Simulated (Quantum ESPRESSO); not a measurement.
Input of a Quantum ESPRESSO 7.5 run:

pw.in

```
&CONTROL
  calculation = 'scf'
  prefix = 'pwscf'
  outdir = './tmp'
  pseudo_dir = './pseudo'
  tprnfor = .true.
  tstress = .true.
  disk_io = 'low'
/
&SYSTEM
  ibrav = 0
  celldm(1) = 8
  nat = 6
  ntyp = 2
  ecutwfc = 55
  ecutrho = 440
  nbnd = 24
  occupations = 'smearing'
  smearing = 'fd'
  degauss = 0.00367493
/
&ELECTRONS
  conv_thr = 1.2d-09
  electron_maxstep = 120
  mixing_beta = 0.5
/
ATOMIC_SPECIES
S     32.0600 s_pbe_v1.4.uspp.F.UPF
C     12.0110 C.pbe-n-kjpaw_psl.1.0.0.UPF
CELL_PARAMETERS alat
  0.8611926035559  -0.7073041738916   0.0000000000000
  0.8611926035559   0.7073041738916   0.0000000000000
  0.0000000000000   0.0000000000000   2.3270222141628
ATOMIC_POSITIONS crystal
S      0.1815210000    0.8184790000    0.8868670000
S      0.3184790000    0.6815210000    0.3868670000
S      0.6815210000    0.3184790000    0.6131330000
S      0.8184790000    0.1815210000    0.1131330000
C      0.5000000000    0.5000000000    0.5000000000
C      0.0000000000    0.0000000000    0.0000000000
K_POINTS automatic
6 6 3 0 0 0
```

File pp_density.in:

```
&INPUTPP
  prefix = 'pwscf'
  outdir = './tmp'
  filplot = 'density.dat'
  plot_num = 0
/
&PLOT
  nfile = 1
  filepp(1) = 'density.dat'
  iflag = 3
  output_format = 6
  fileout = 'density.cube'
/
```

The input pp_potential.in:

```
&INPUTPP
  prefix = 'pwscf'
  outdir = './tmp'
  filplot = 'potential.dat'
  plot_num = 11
/
&PLOT
  nfile = 1
  filepp(1) = 'potential.dat'
  iflag = 3
  output_format = 6
  fileout = 'potential.cube'
/
```

Potentials or basis: SSSP 1.3 efficiency PBE.

Command:

```bash
$ OMP_NUM_THREADS=1 mpirun -n 2 pw.x -nk 2 -in pw.in > pw.out
$ OMP_NUM_THREADS=1 mpirun -n 1 pp.x -in pp_density.in > pp_density.out
$ OMP_NUM_THREADS=1 mpirun -n 1 pp.x -in pp_potential.in > pp_potential.out
```

Task: Estimate the pressure.

Result: 0.4 GPa.

Task: Predict the largest force.

Result: 0.224 eV/Å.

Task: What does it give for the band gap on the k mesh?

Result: 3.42 eV, direct.

Stress tensor (GPa, compression positive):
```
0.02 0.00 0.00
0.00 0.53 0.00
0.00 0.00 0.56
```

Caveat: an odd mesh through Γ misses points on the zone boundary, where band edges often lie.
